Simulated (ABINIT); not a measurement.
HfMoC2:

```
Hf Mo C
1.0
     3.19142    0.00000    0.00000
     0.00000    3.19142    0.00000
     0.00000    0.00000    4.48516
Hf Mo C
1 1 2
Direct
  0.00000 0.00000 0.00000
  0.50000 0.50000 0.50000
  0.50000 0.50000 0.00000
  0.00000 0.00000 0.50000
```

The cell comes from a database or a generator and needn't be the stable form of this composition.

```yaml
Program: ABINIT 10.8.3 (patched build)
Task: relaxation of cell and atoms
Functional: LDA
Potentials_or_basis: JTH PAW LDA v2.0
Cutoff: 517 eV
k_mesh: 8 × 8 × 6
Occupations: fermi-dirac, width 0.05 eV
Spin: no spin polarisation
```

At the start: pressure -14.3 GPa; volume 11.42 Å³/atom.

Question: Where does the relaxation end?

Answer: Over 4 steps the energy falls by 27.2 meV/atom and the volume is 10.86 Å³/atom (-4.9 %); space group P4/mmm (No. 123, to 0.05 Å).

Step by step:
```tsv
step	energy change (eV)	largest force (eV/Å)	pressure (GPa)	volume (Å³)
1	0.0000	0.0000	-14.34	45.68
2	-0.1065	0.0000	-2.01	43.71
3	-0.1088	0.0000	0.22	43.40
4	-0.1089	0.0000	0.05	43.42
```

Final structure:
```yaml
crystal:
  lattice:
    - [3.14574, 0.00000, 0.00000]
    - [0.00000, 3.14574, 0.00000]
    - [0.00000, 0.00000, 4.38802]
  atoms:
    - { symbol: Hf, position: [0.00000, 0.00000, 0.00000] }
    - { symbol: Mo, position: [0.50000, 0.50000, 0.50000] }
    - { symbol: C, position: [0.50000, 0.50000, 0.00000] }
    - { symbol: C, position: [0.00000, 0.00000, 0.50000] }
```

Caveat: the highest band is partly filled, so the run has too few bands.
